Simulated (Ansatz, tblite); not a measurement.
# Ga6P6 wurtzite hole sphere (Ga₆P₆H₁₈): a ladder of methods and basis sets

Aim: run the singlet of Ga6P6 wurtzite hole sphere (Ga₆P₆H₁₈) at one geometry on many levels, and compare frontier levels, spin and run time.

Computed with Ansatz 0.2.0, Gaussian basis. Level: as each input shows.

Plan: GFN1-xTB, GFN2-xTB, PBE-D4/def2-TZVP, r2SCAN-D4/def2-TZVP, PBE-D4/def2-SVP, PBE0-D4/def2-SVP.

1 further run of the same task is left out (set aside as unsound or not needed). Runs told in other sessions of the task aren't counted.

## Step 1: The geometry

The geometry is that of the singlet, from an earlier relaxation (PBE-D4/def2-SVP).

30 atoms, charge 0, spin multiplicity 1.

Bond lengths: P1–Ga2 2.422 Å, P1–Ga7 2.422 Å, P1–H13 1.428 Å, P1–H14 1.432 Å, Ga2–P4 2.350 Å, Ga2–P5 2.422 Å, Ga2–H15 1.574 Å, Ga3–P4 2.424 Å, Ga3–P8 2.424 Å, Ga3–H16 1.590 Å, Ga3–H17 1.577 Å, P4–Ga6 2.424 Å, P4–H18 1.433 Å, P5–Ga10 2.422 Å, P5–H19 1.432 Å, P5–H20 1.427 Å, Ga6–P12 2.424 Å, Ga6–H21 1.590 Å and more. Angles: Ga2–P1–Ga7 121.1°, Ga2–P1–H13 107.2°, Ga2–P1–H14 110.0°, Ga7–P1–H13 107.2°, Ga7–P1–H14 110.1°, H13–P1–H14 98.8°, P1–Ga2–P4 104.4°, P1–Ga2–P5 97.6°, P1–Ga2–H15 111.7°, P4–Ga2–P5 104.4°, P4–Ga2–H15 123.7°, P5–Ga2–H15 111.7°, P4–Ga3–P8 98.3°, P4–Ga3–H16 107.1°, P4–Ga3–H17 108.9°, P8–Ga3–H16 107.1°, P8–Ga3–H17 108.9°, H16–Ga3–H17 123.7° and more.

PBE0-D4/def2-TZVP was run before; its log isn't repeated, and its numbers join the tables.

## Step 2: GFN1-xTB

Tight binding, by tblite at 300 K electronic temperature and without a spin-polarisation term:

```python
tblite.interface.Calculator('GFN1-xTB', numbers, positions, charge=0, uhf=0).singlepoint()
```

Energy -917.6253 eV, HOMO -10.75 eV, LUMO -6.23 eV; 0.094 s.

## Step 3: GFN2-xTB

Tight binding, by tblite at 300 K electronic temperature and without a spin-polarisation term:

```python
tblite.interface.Calculator('GFN2-xTB', numbers, positions, charge=0, uhf=0).singlepoint()
```

Energy -858.9719 eV, HOMO -11.07 eV, LUMO -7.73 eV; 0.074 s.

## Step 4: PBE-D4/def2-TZVP

start.molden holds the orbitals of an earlier run on this state, given as this run's starting guess.

File in.yaml:

```yaml
crystal:
  periodic: [false, false, false]
  atoms:
    - {symbol: P, position_ang: [-0.002979, -2.106424, -1.876970]}
    - {symbol: Ga, position_ang: [-2.110420, -1.218195, -1.079104]}
    - {symbol: Ga, position_ang: [0.002657, -2.443111, 2.017044]}
    - {symbol: P, position_ang: [-1.831456, -1.057008, 1.248429]}
    - {symbol: P, position_ang: [-1.824650, 1.050704, -1.877681]}
    - {symbol: Ga, position_ang: [-2.114915, 1.224921, 2.015489]}
    - {symbol: Ga, position_ang: [2.106885, -1.218443, -1.085420]}
    - {symbol: P, position_ang: [1.834676, -1.057299, 1.242987]}
    - {symbol: P, position_ang: [1.820076, 1.050785, -1.882214]}
    - {symbol: Ga, position_ang: [-0.001365, 2.434359, -1.085157]}
    - {symbol: Ga, position_ang: [2.120452, 1.224121, 2.010738]}
    - {symbol: P, position_ang: [0.002011, 2.117895, 1.243118]}
    - {symbol: H, position_ang: [-0.002841, -3.507064, -1.600898]}
    - {symbol: H, position_ang: [-0.005730, -2.163929, -3.307855]}
    - {symbol: H, position_ang: [-3.337130, -1.926151, -1.765380]}
    - {symbol: H, position_ang: [0.000966, -3.757392, 1.121795]}
    - {symbol: H, position_ang: [0.005058, -2.457394, 3.593863]}
    - {symbol: H, position_ang: [-3.012358, -1.740428, 1.685961]}
    - {symbol: H, position_ang: [-1.873918, 1.076169, -3.308558]}
    - {symbol: H, position_ang: [-3.038065, 1.750879, -1.603709]}
    - {symbol: H, position_ang: [-3.252786, 1.880331, 1.118532]}
    - {symbol: H, position_ang: [-2.128165, 1.235023, 3.592242]}
    - {symbol: H, position_ang: [3.331498, -1.926689, -1.775136]}
    - {symbol: H, position_ang: [3.016976, -1.739946, 1.677923]}
    - {symbol: H, position_ang: [1.866767, 1.078119, -3.313127]}
    - {symbol: H, position_ang: [3.033701, 1.751048, -1.609410]}
    - {symbol: H, position_ang: [-0.002248, 3.848913, -1.775094]}
    - {symbol: H, position_ang: [2.136599, 1.233063, 3.587501]}
    - {symbol: H, position_ang: [3.256583, 1.880068, 1.111929]}
    - {symbol: H, position_ang: [0.004142, 3.483086, 1.678185]}
basis:
  gaussian: {orbitals: def2-TZVP, fitting: {mean_field: def2-universal-jkfit}, initial_orbitals: start.molden}
hamiltonian: {xc: pbe, dispersion: d4}
scf: {omitted_lower_state_checks: [starts]}
output: {forces: true, orbitals: {seedname: orbitals}}
```

Started as:

```bash
$ ansatz run in.yaml --threads 2 --pin off --events-out ev --progress --plain --max-ram 32768MiB --backend cuda --devices 0, --max-vram 18GiB
```

Further steps of the session: r2SCAN-D4/def2-TZVP; PBE-D4/def2-SVP; PBE0-D4/def2-SVP.

Before running them: what should the planned runs give, taken together? Wanted: gap in def2-TZVP, named functionals, smallest and largest; binding an atom, functionals in def2-TZVP; PBE0 total energy, smallest basis above largest.

The runs gave:

| quantity | value |
| --- | --- |
| gap in def2-TZVP, named functionals, smallest and largest | 3.90 eV (PBE-D4), 5.71 eV (PBE0-D4) |
| binding an atom, functionals in def2-TZVP | 2.72 (PBE0-D4) to 2.74 eV (r2SCAN-D4) |
| PBE0 total energy, smallest basis above largest | 59.08 eV (def2-SVP, def2-TZVP) |

**Reading.** Orbital gaps of the named functionals in def2-TZVP span 3.90 eV (PBE-D4) to 5.71 eV (PBE0-D4); exact exchange widens it.
